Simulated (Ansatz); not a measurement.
**Si: an axial (c/a) deformation path**

An exercise on one series of results from a longer session: the logs are not shown, and one member is left open.

Method: DFT r2SCAN, scalar-relativistic, plane waves, PAW, in Ansatz 0.2.0.

2 further runs of the same task are left out: 2 set aside as unsound or not needed. Runs told in other sessions of the task aren't counted.

**The system as given**

It takes space group P6/mmm (No. 191, hexagonal). Conventional cell: a = 2.629 Å, b = 2.629 Å, c = 2.494 Å, α = 90.00°, β = 90.00°, γ = 120.00°. Around Si (site symmetry 6/mmm) lie 8 Si at 2.49 to 2.63 Å.

Structure file:

```
Si
1.0
     2.62900    0.00000    0.00000
    -1.31450    2.27678    0.00000
     0.00000    0.00000    2.49380
Si
1
Direct
  0.00000 0.00000 0.00000
```

It goes back to an entry of the Materials Project, which need not be the stable form.

It is the result of an earlier relaxation at this level (volume 14.93 Å³/atom; gap on the mesh: none (metal)).

The first run:

File input.yaml:

```yaml
crystal:
  lattice:
    - [2.6290009031, 0.0, 0.0]
    - [-1.3145004516, 2.2767815687, 0.0]
    - [0.0, 0.0, 2.4937990739]
  atoms:
    - { symbol: Si, position: [0.0, 0.0, 0.0] }
basis:
  ecutwfc: 500
kpoints:
  mp_grid: { grid: [30, 30, 26] }
hamiltonian:
  xc: r2scan
scf:
  occupations: { method: gaussian, width: 0.15 }
output:
  forces: true
  stress: true
  eigenvalues: true
```

Run with:

```sh
$ ansatz run input.yaml --threads 1 --pin off --max-ram 2560MiB --backend cpu --events-out ev --progress --plain --runs-dir out
```

Among the steps run: The undisturbed cell; Point ρ = 0.850; ρ = 1.200; At ρ = 0.920; At ρ = 1.100; ρ = 0.960; Point ρ = 1.050; Point ρ = 0.800; Point ρ = 1.300.

One table of the session follows, with a row left open; its other results are not shown here.

It belongs to the step «The scan collected». 

```
    ρ  ΔE (meV/atom)  pressure (GPa)
0.800          441.3            14.9
0.850          200.8             7.5
0.920           39.7             2.0
0.960            5.8             0.7
1.000            0.0             0.0
1.050              ?               ?
1.100           78.8             0.9
1.200          230.7             4.6
1.300          407.8             9.8
```

**Question.** Estimate the row for ρ = 1.050.

Worked estimate for «ΔE (meV/atom)». A straight line through the neighbours (1.000, 0.0) and (1.100, 78.8) gives 0.0 + (78.8 − 0.0) × (1.050 − 1.000) / (1.100 − 1.000) = 39.4; a parabola fitted to 4 rows on both sides gives 29.8.

As computed: ΔE (meV/atom): 26.2; pressure (GPa): 0.1. In «ΔE (meV/atom)» the line misses by +13.2 and the parabola by +3.6.
